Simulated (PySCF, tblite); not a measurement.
# C₆H₄BClO₂: geometry, infrared bands and NMR shifts

Aim: predict the infrared bands and NMR shifts of C₆H₄BClO₂ (`ClB1Oc2ccccc2O1`).

The runs use tblite 0.8.0 and PySCF 2.14.0, with density-fitted response routines of our own; the level of theory stands in each step. All values are computed, except where a source is named. Atoms are numbered from 0 throughout.

## Step 1: The starting structure

14 atoms, charge 0, multiplicity 1; geometry from: force field or distance geometry start.

Bonds of the start (Å): Cl0–B1 1.86, B1–O2 1.47, O2–C3 1.40, C3–C4 1.39, C4–C5 1.41, C5–C6 1.41, C6–C7 1.41, C7–C8 1.39, C8–O9 1.38, O9–B1 1.48, C8–C3 1.39, C4–H10 1.08, C5–H11 1.08, C6–H12 1.08, C7–H13 1.09.

## Step 2: Optimising the geometry with GFN2-xTB

What the job is given:

```
{"job": {"kind": "relax", "xc": "GFN2-xTB", "basis": "xTB"}, "charge": 0, "multiplicity": 1}
Cl     4.488200    -0.461600     0.322700
B      2.646800    -0.267100     0.181100
O      1.902700     0.943000     0.572900
C      0.582300     0.595700     0.278600
C     -0.550000     1.380800     0.470300
C     -1.805700     0.844000     0.116100
C     -1.897200    -0.463400    -0.394500
C     -0.737800    -1.246000    -0.556000
C      0.492700    -0.701500    -0.211600
O      1.721500    -1.318700    -0.305800
H     -0.468200     2.386000     0.852800
H     -2.698900     1.437300     0.247200
H     -2.871700    -0.870300    -0.642800
H     -0.805400    -2.258500    -0.953200
```

Started as:

```
$ OMP_NUM_THREADS=1 python probes_run.py task.json out
```

One launch serves the whole session: the jobs run in the order shown.

**Question.** This job is followed by: GFN2-xTB harmonic vibrations, gas phase; GIAO PBE0/pcSseg-1 NMR shielding, non-relativistic, gas phase. What will the session give for the following? strongest single infrared mode (GFN2-xTB); zero-point energy (GFN2-xTB); ¹³C shifts against TMS (PBE0/pcSseg-1, means over atoms taken as alike); ¹H shifts against TMS (PBE0/pcSseg-1, means over atoms taken as alike); ³⁵Cl shifts against HCl (PBE0/pcSseg-1); ¹¹B shifts against BF3·OEt2 (PBE0/pcSseg-1); ¹⁷O shifts against H2O (PBE0/pcSseg-1, means over atoms taken as alike); surface potential, 1st and 99th percentile.

**Answer**, as computed:

| quantity | value |
| --- | --- |
| strongest single infrared mode (GFN2-xTB) | 1113 cm⁻¹, 451 km/mol |
| zero-point energy (GFN2-xTB) | 57.2 kcal/mol |
| ¹³C shifts against TMS (PBE0/pcSseg-1, means over atoms taken as alike) | 156.5, 128.0, 117.8 ppm |
| ¹H shifts against TMS (PBE0/pcSseg-1, means over atoms taken as alike) | 7.56, 7.48 ppm |
| ³⁵Cl shifts against HCl (PBE0/pcSseg-1) | 26 ppm |
| ¹¹B shifts against BF3·OEt2 (PBE0/pcSseg-1) | 28.0 ppm |
| ¹⁷O shifts against H2O (PBE0/pcSseg-1, means over atoms taken as alike) | 215.6 ppm |
| surface potential, 1st and 99th percentile | -0.88 V and 1.20 V |

In words: Over 17 steps the energy fell by 0.625 eV; of the close pairs, Cl0–B1 changed most, 1.857 to 1.702 Å. No mode is imaginary among the 36: a minimum at this level. The strongest single mode, at 1113 cm⁻¹, moves mainly B1. GFN2-xTB is a fitted tight-binding method: band positions and strengths are rough. Its intensities can rank the bands wrongly. At PBE0/pcSseg-1: The widest tensor belongs to O2, O9: span 276 ppm, with a paramagnetic part of -273 ppm. NICS(1)zz of -29 ppm above the planar ring from C3 marks a diatropic (aromatic) ring current. At PBE0/pcSseg-1, counted by nearest atom on the grid, the HOMO lies on 4 C atoms about 18 % each; O2, O9 about 6 % each, the LUMO on C4, C7 about 22 % each; 4 C atoms about 8 % each.
